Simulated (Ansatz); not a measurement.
# Zn: the cost of one run

Program: Ansatz 0.2.0. Level of theory: DFT PBEsol, scalar-relativistic, plane waves, PAW. These are calculated values, not measurements.

The COD entry's cell or inner coordinates are ideal or old and differ from later refinements, so a difference from it is no clean test against experiment.

1 further run of the same task is left out (set aside as unsound or not needed).

## 1. The structure to begin with

It takes space group P6_3/mmc (No. 194, hexagonal). The conventional cell has a = 2.593 Å, b = 2.593 Å, c = 4.895 Å, α = 90.00°, β = 90.00°, γ = 120.00°. Around Zn (site symmetry -6m2) lie 12 Zn at 2.59 to 2.87 Å.

Structure file:

```cif
data_structure
_symmetry_space_group_name_H-M 'P6_3/mmc'
_symmetry_Int_Tables_number 194
_cell_length_a 2.5927
_cell_length_b 2.5927
_cell_length_c 4.8951
_cell_angle_alpha 90.000
_cell_angle_beta 90.000
_cell_angle_gamma 120.000
_cell_volume 28.50
loop_
_atom_site_label
_atom_site_type_symbol
_atom_site_symmetry_multiplicity
_atom_site_Wyckoff_symbol
_atom_site_fract_x
_atom_site_fract_y
_atom_site_fract_z
_atom_site_occupancy
Zn1 Zn 2 c 0.33333 0.66667 0.25000 1
```

This cell was relaxed beforehand with the same method: volume 14.25 Å³/atom, gap on the mesh none (metal).

## 2. Static run: bands, density of states and charges

Contents of input.yaml:

```yaml
crystal:
  lattice:
    - [2.5926809071, 0.0, 0.0]
    - [-1.2963404535, 2.2453275294, 0.0]
    - [0.0, 0.0, 4.8950663232]
  atoms:
    - { symbol: Zn, position: [0.3333333333, 0.6666666667, 0.25] }
    - { symbol: Zn, position: [0.6666666667, 0.3333333333, 0.75] }
basis:
  ecutwfc: 420
kpoints:
  mp_grid: { grid: [18, 18, 8] }
  band_path:
    path:
      - [[0.0, 0.0, 0.0], [0.5, 0.0, 0.0], [0.33333333, 0.33333333, 0.0], [0.0, 0.0, 0.0], [0.0, 0.0, 0.5], [0.5, 0.0, 0.5], [0.33333333, 0.33333333, 0.5], [0.0, 0.0, 0.5]]
      - [[0.5, 0.0, 0.5], [0.5, 0.0, 0.0]]
      - [[0.33333333, 0.33333333, 0.5], [0.33333333, 0.33333333, 0.0]]
    npoints: 14
hamiltonian:
  xc: pbesol
scf:
  occupations: { method: gaussian, width: 0.1 }
  n_extra_bands: 6
output:
  forces: true
  stress: true
  eigenvalues: true
  populations: true
  dos: { projected: true, de: 0.02, nscf_kmesh: { grid: [27, 27, 12] } }
  bader: true
  write_density: true
  write_potential: true
  elf: true
  volumetric_format: npy
```

Launch:

```
$ ansatz run input.yaml --threads 1 --pin off --max-ram 2560MiB --backend cpu --events-out ev --progress --plain --runs-dir out
```

**Question.** How long does this run take on 1 thread of Intel Xeon Platinum 8259CL at 2.50GHz (Skylake/Cascade Lake), shared host, and how much memory does it need?

About 40 s, with a peak of 0.46 GiB.
